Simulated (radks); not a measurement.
# Excited configurations of Sb

An exercise on one series of results from a longer session: the logs are not shown, and one member is left open.

Method: scalar-relativistic Kohn-Sham, PBE, spin-polarised, spherical densities, point nucleus; open shells are filled with parallel spins first. Code: radks (a radial shooting solver on a logarithmic mesh, Libxc functionals) version 1.

1 further run of the same task is left out (it didn't finish).

## Starting point

```
element       : antimony (Z = 51)
charge        : 0
electrons     : 51
configuration : [Kr] 4d10 5s2 5p3
```

Outer shells as boxes (Hund's rule):

Sb
```
[Kr] core
4d [↑↓][↑↓][↑↓][↑↓][↑↓]
5s [↑↓]
5p [↑ ][↑ ][↑ ]
```

Set-up of the first run:

Settings of this run:

```text
Z 51
configuration [Kr] 4d10 5s2 5p3
relativity scalar-relativistic
functional pbe,pbe
spin polarised
nucleus point
c 137.035999084
```

Among the steps run: Ground configuration: [Kr] 4d10 5s2 5p3.

One table of the session follows, with a row left open; its other results are not shown here.

It belongs to the step «Ground configuration: [Kr] 4d10 5s2 5p3». Radial moments (bohr):

```
  level     <r>  outermost maximum (interpolated)  90 % within  nodes
  4p up  0.8526                             0.762         1.25      2
4p down  0.8520                             0.763         1.25      2
  4d up       ?                                 ?            ?      ?
4d down   1.026                             0.847         1.58      1
  5s up   2.235                              1.91         3.29      4
5s down   2.215                              1.88         3.28      4
  5p up   2.877                              2.35         4.36      3
5p down   2.961                              2.33         4.57      3
```

Estimate the missing values for 4d up.

**Answer.** <r>: 1.034; outermost maximum (interpolated): 0.847; 90 % within: 1.60; nodes: 1. In the column «<r>» it lies between 4d down (1.026) and 5s down (2.215).

Limits of these values: Open shells are spherical and high-spin; term and fine-structure splittings are not resolved.
